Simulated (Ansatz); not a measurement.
Molecular dynamics of Li7Nb8O24, charge -1

input.yaml

```yaml
crystal:
  lattice:
    - [-5.31624, -3.069333, 4.88104]
    - [5.31624, -3.069333, 4.88104]
    - [0.0, 6.138665, 4.88104]
  atoms:
    - { symbol: Li, position: [0.379, 0.379, 0.379] }
    - { symbol: Li, position: [0.621, 0.621, 0.621] }
    - { symbol: Nb, position: [0.1457, 0.1457, 0.1457] }
    - { symbol: Nb, position: [0.8543, 0.8543, 0.8543] }
    - { symbol: O, position: [0.584, 0.3855, 0.7445] }
    - { symbol: O, position: [0.7445, 0.584, 0.3855] }
    - { symbol: O, position: [0.3855, 0.7445, 0.584] }
    - { symbol: O, position: [0.416, 0.6145, 0.2555] }
    - { symbol: O, position: [0.2555, 0.416, 0.6145] }
    - { symbol: O, position: [0.6145, 0.2555, 0.416] }
    - { symbol: Li, position: [0.879, 0.879, 0.379] }
    - { symbol: Li, position: [0.121, 0.121, 0.621] }
    - { symbol: Nb, position: [0.6457, 0.6457, 0.1457] }
    - { symbol: Nb, position: [0.3543, 0.3543, 0.8543] }
    - { symbol: O, position: [0.084, 0.8855, 0.7445] }
    - { symbol: O, position: [0.2445, 0.084, 0.3855] }
    - { symbol: O, position: [0.8855, 0.2445, 0.584] }
    - { symbol: O, position: [0.916, 0.1145, 0.2555] }
    - { symbol: O, position: [0.7555, 0.916, 0.6145] }
    - { symbol: O, position: [0.1145, 0.7555, 0.416] }
    - { symbol: Li, position: [0.121, 0.621, 0.121] }
    - { symbol: Nb, position: [0.6457, 0.1457, 0.6457] }
    - { symbol: Nb, position: [0.3543, 0.8543, 0.3543] }
    - { symbol: O, position: [0.084, 0.3855, 0.2445] }
    - { symbol: O, position: [0.2445, 0.584, 0.8855] }
    - { symbol: O, position: [0.8855, 0.7445, 0.084] }
    - { symbol: O, position: [0.916, 0.6145, 0.7555] }
    - { symbol: O, position: [0.7555, 0.416, 0.1145] }
    - { symbol: O, position: [0.1145, 0.2555, 0.916] }
    - { symbol: Li, position: [0.379, 0.879, 0.879] }
    - { symbol: Li, position: [0.621, 0.121, 0.121] }
    - { symbol: Nb, position: [0.1457, 0.6457, 0.6457] }
    - { symbol: Nb, position: [0.8543, 0.3543, 0.3543] }
    - { symbol: O, position: [0.584, 0.8855, 0.2445] }
    - { symbol: O, position: [0.7445, 0.084, 0.8855] }
    - { symbol: O, position: [0.3855, 0.2445, 0.084] }
    - { symbol: O, position: [0.416, 0.1145, 0.7555] }
    - { symbol: O, position: [0.2555, 0.916, 0.1145] }
    - { symbol: O, position: [0.6145, 0.7555, 0.916] }
total_charge: -1
basis:
  ecutwfc: 500.0
kpoints:
  mp_grid: { grid: [1, 1, 1] }
hamiltonian:
  xc: r2scan
scf:
  occupations: { method: fermi_dirac, width: 0.05 }
  lower_state_search: "off"
  max_iter: 94
md:
  timestep: 1
  n_steps: 80
  ensemble: nvt_nose_hoover
  temperature: 500.0
  initial_velocities: zero
  seed: 636502
  nose_hoover: { tau: 100.0, chain_length: 1 }
```

Command:

```bash
$ ansatz run input.yaml --threads 4 --pin off --max-ram 10240MiB --backend cpu --events-out ev --progress --plain --runs-dir out
```

It starts from an unrelaxed structure (largest force component 2.10 eV/Å).

Output, in part (step lines):

```
md step     0: t =     0.00 fs  T =     0.0 K  F+E_penalty+E_count = -51625.50872280 eV  E_kin = 0.000000 eV  conserved = -51625.50872280 eV  (12 SCF iters)
md step     1: t =     1.00 fs  T =     2.9 K  F+E_penalty+E_count = -51625.52316945 eV  E_kin = 0.014416 eV  conserved = -51625.50875500 eV  (5 SCF iters)
md step     2: t =     2.00 fs  T =    11.6 K  F+E_penalty+E_count = -51625.56599440 eV  E_kin = 0.057156 eV  conserved = -51625.50885120 eV  (7 SCF iters)
md step     3: t =     3.00 fs  T =    25.8 K  F+E_penalty+E_count = -51625.63566261 eV  E_kin = 0.126713 eV  conserved = -51625.50900928 eV  (7 SCF iters)
md step     4: t =     4.00 fs  T =    44.9 K  F+E_penalty+E_count = -51625.72965609 eV  E_kin = 0.220611 eV  conserved = -51625.50922592 eV  (8 SCF iters)
md step     5: t =     5.00 fs  T =    68.3 K  F+E_penalty+E_count = -51625.84453445 eV  E_kin = 0.335461 eV  conserved = -51625.50949666 eV  (2 SCF iters)
md step     6: t =     6.00 fs  T =    95.1 K  F+E_penalty+E_count = -51625.97602487 eV  E_kin = 0.467053 eV  conserved = -51625.50981393 eV  (3 SCF iters)
md step     7: t =     7.00 fs  T =   124.3 K  F+E_penalty+E_count = -51626.11914318 eV  E_kin = 0.610467 eV  conserved = -51625.51016758 eV  (2 SCF iters)
[... lines left out ...]
```

The steps, from the saved trajectory:

| time (fs) | T (K) | potential energy less start (eV) | conserved less start (meV/atom) |
| --- | --- | --- | --- |
| 0 | 0 | 0.000 | 0.00 |
| 2 | 12 | -0.057 | 0.00 |
| 4 | 45 | -0.221 | -0.01 |
| 6 | 95 | -0.467 | -0.03 |
| 8 | 155 | -0.760 | -0.05 |
| 10 | 215 | -1.053 | -0.07 |
| 12 | 266 | -1.299 | -0.08 |
| 14 | 299 | -1.460 | -0.09 |
| 16 | 312 | -1.513 | -0.09 |
| 18 | 303 | -1.464 | -0.08 |
| 20 | 281 | -1.349 | -0.06 |
| 22 | 257 | -1.220 | -0.03 |
| 24 | 241 | -1.133 | -0.02 |
| 26 | 239 | -1.119 | -0.02 |
| 28 | 252 | -1.173 | -0.04 |
| 30 | 271 | -1.259 | -0.06 |
| 32 | 287 | -1.328 | -0.07 |
| 34 | 291 | -1.339 | -0.08 |
| 36 | 280 | -1.276 | -0.07 |
| 38 | 257 | -1.148 | -0.06 |
| 40 | 226 | -0.988 | -0.04 |
| 42 | 198 | -0.839 | -0.02 |
| 44 | 181 | -0.747 | -0.01 |
| 46 | 182 | -0.743 | 0.00 |
| 48 | 204 | -0.841 | -0.01 |
| 50 | 246 | -1.034 | -0.02 |
| 52 | 301 | -1.291 | -0.04 |
| 54 | 360 | -1.564 | -0.06 |
| 56 | 412 | -1.795 | -0.09 |
| 58 | 445 | -1.931 | -0.10 |
| 60 | 450 | -1.932 | -0.11 |
| 62 | 426 | -1.786 | -0.10 |
| 64 | 376 | -1.515 | -0.08 |
| 66 | 311 | -1.172 | -0.05 |
| 68 | 245 | -0.829 | -0.02 |
| 70 | 193 | -0.561 | 0.00 |
| 72 | 167 | -0.416 | 0.01 |
| 74 | 167 | -0.410 | 0.00 |
| 76 | 191 | -0.515 | -0.02 |
| 78 | 227 | -0.676 | -0.05 |
| 80 | 263 | -0.834 | -0.07 |

All steps were run. The conserved energy stayed within 0.11 meV per atom of its start (net change -0.066 meV per atom), so the integration is sound. The mean temperature of the second half is 45 % below the set value. A run of 0.08 ps of so small a system gives no equilibrium averages. Limits of this set-up: coarse k mesh, no spin, though dangling bonds at a vacancy may carry it, a small cell, in which the defect meets its images, charged cell in a uniform background, uncorrected.

Mean squared displacements from the first frame to the last, about the centre of mass: Li 0.45 Å², Nb 0.00 Å², O 0.05 Å².

Last frame:

```xyz
39
Lattice="-5.3162 -3.0693 4.8810 5.3162 -3.0693 4.8810 0.0000 6.1387 4.8810" Properties=species:S:1:pos:R:3
Li -0.135 -0.046 4.938
Li -0.288 0.193 9.726
Nb -0.023 0.002 2.140
Nb -0.012 -0.016 12.499
O -1.027 1.664 8.305
O -0.972 -1.887 8.490
O 2.128 0.160 8.421
O 1.175 -1.697 6.260
O 0.988 1.915 6.134
O -2.043 -0.088 6.264
Li 0.028 -2.929 9.819
Li 0.312 3.222 4.845
Nb 0.013 -3.050 7.021
Nb -0.008 3.088 7.618
O 4.168 1.786 8.490
O -0.926 1.146 3.540
O -3.362 0.057 8.305
O -4.152 -1.813 6.134
O 0.945 -1.256 11.145
O 3.259 -0.169 6.260
Li 2.658 -1.535 4.832
Nb -2.658 1.535 7.067
Nb 2.658 -1.535 7.637
O 1.589 0.152 3.407
O 1.732 2.834 8.288
O -0.662 -4.521 8.288
O -1.450 -0.377 11.098
O -1.607 -2.603 6.217
O 0.399 4.514 6.217
Li 2.766 1.441 9.819
Li -2.682 -1.881 4.845
Nb 2.668 1.514 7.021
Nb -2.638 -1.537 7.618
O 1.455 -2.841 8.421
O -3.585 2.883 8.305
O -0.538 -1.433 3.609
O -1.560 2.879 6.264
O 3.540 -2.738 6.260
O 0.506 1.433 11.015
```

The run took 12 min on 4 threads of Intel(R) Xeon(R) Platinum 8259CL CPU @ 2.50GHz (Skylake/Cascade Lake) (shared host), peak memory 1.5 GiB.
